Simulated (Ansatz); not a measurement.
# GeH6O (built from SMILES [H][H].[OH][GeH3]): search for a transition state

Is there a first-order saddle for this four-centre ligand exchange, which should form Ge1–H7, O2–H6 and break Ge1–O2, H6–H7, and which two structures does it connect?

Method: PBE0-D4, def2-SVP first, then def2-TZVP; program: Ansatz 0.2.0, Gaussian basis.

128 further runs of the same task are left out: 128 set aside as unsound or not needed.

## (1) The starting structure

The guess: 8 atoms, charge 0, spin multiplicity 1.

Atoms are counted from 1 here; the program's logs count them from 0.

Bond lengths: Ge1–O2 2.169 Å, Ge1–H3 1.499 Å, Ge1–H4 1.498 Å, Ge1–H5 1.515 Å, O2–H8 0.964 Å. Angles: O2–Ge1–H3 114.7°, O2–Ge1–H4 114.7°, O2–Ge1–H5 90.9°, H3–Ge1–H4 118.2°, H3–Ge1–H5 107.1°, H4–Ge1–H5 107.0°, Ge1–O2–H8 133.4°.

Coordinates:

```mol
GeH6O
  3D, bonds by distance, orders not assigned

  8  5  0  0  0  0  0  0  0  0999 V2000
   -0.4789    0.4885   -0.4998 Ge  0  0
    0.9141   -0.9606    0.3139 O   0  0
   -0.0653    1.9186   -0.3278 H   0  0
   -1.9243    0.1424   -0.3105 H   0  0
   -0.1093    0.0860   -1.9127 H   0  0
    0.3999   -0.3978    1.3479 H   0  0
   -0.2738    0.3010    1.4755 H   0  0
    1.5375   -1.5781   -0.0864 H   0  0
  1  2  8  0
  1  3  8  0
  1  4  8  0
  1  5  8  0
  2  8  8  0
M  END
```

Distances that are to change: Ge1–H7 1.99 Å, O2–H6 1.28 Å, Ge1–O2 2.17 Å, H6–H7 0.98 Å.

## (2) Relaxing the guess with the reacting distances held

File hold/in.yaml:

```yaml
crystal:
  periodic: [false, false, false]
  atoms:
    - {symbol: Ge, position_ang: [-0.478900, 0.488500, -0.499800]}
    - {symbol: O, position_ang: [0.914100, -0.960600, 0.313900]}
    - {symbol: H, position_ang: [-0.065300, 1.918600, -0.327800]}
    - {symbol: H, position_ang: [-1.924300, 0.142400, -0.310500]}
    - {symbol: H, position_ang: [-0.109300, 0.086000, -1.912700]}
    - {symbol: H, position_ang: [0.399900, -0.397800, 1.347900]}
    - {symbol: H, position_ang: [-0.273800, 0.301000, 1.475500]}
    - {symbol: H, position_ang: [1.537500, -1.578100, -0.086400]}
basis:
  gaussian: {orbitals: def2-SVP}
hamiltonian: {xc: pbe0, dispersion: d4}
relax: {f_tol: 0.08, max_steps: 120, escape_saddle: false, constraints: [{distance: [0, 6]}, {distance: [1, 5]}, {distance: [0, 1]}, {distance: [5, 6]}]}
```

Started as:

```bash
$ ansatz run in.yaml --threads 2 --pin off --events-out ev --progress --plain --max-ram 4352MiB
```

After this run come: Force constants to start from; Saddle search in the small basis; Saddle search in triple zeta; Checking the order of the point; Relaxing after a step of 0.30 Å one way along the mode; Relaxing after a step of 0.30 Å the other way along the mode.

What does the calculation give? Wanted: imaginary mode; barrier from the start side; barrier from the end side; energy of the step; pairs that change; zero-point energy at the saddle.

As calculated:

```
                       quantity                                                     value
                 imaginary mode                                                1347i cm⁻¹
    barrier from the start side                                                  1.906 eV
      barrier from the end side                                                  1.977 eV
             energy of the step                                                 -0.072 eV
              pairs that change  Ge1–H7 formed, O2–H6 formed, Ge1–O2 broken, H6–H7 broken
zero-point energy at the saddle                                                  1.356 eV
```

What this shows: The point has a single imaginary mode (1347i cm⁻¹), as a transition state must. Going downhill both ways gives the intended start and end. At PBE0-D4/def2-TZVP the electronic barrier is 1.906 eV, about 74 kT at 298 K, and the step runs 0.072 eV downhill. With so stiff a mode tunnelling counts: Wigner's rough correction is a factor of 2.8 at 298 K. A step off the saddle overshot and began above it in energy, so the link to its end is likely but not proven. Lower complexes than these ends may exist.
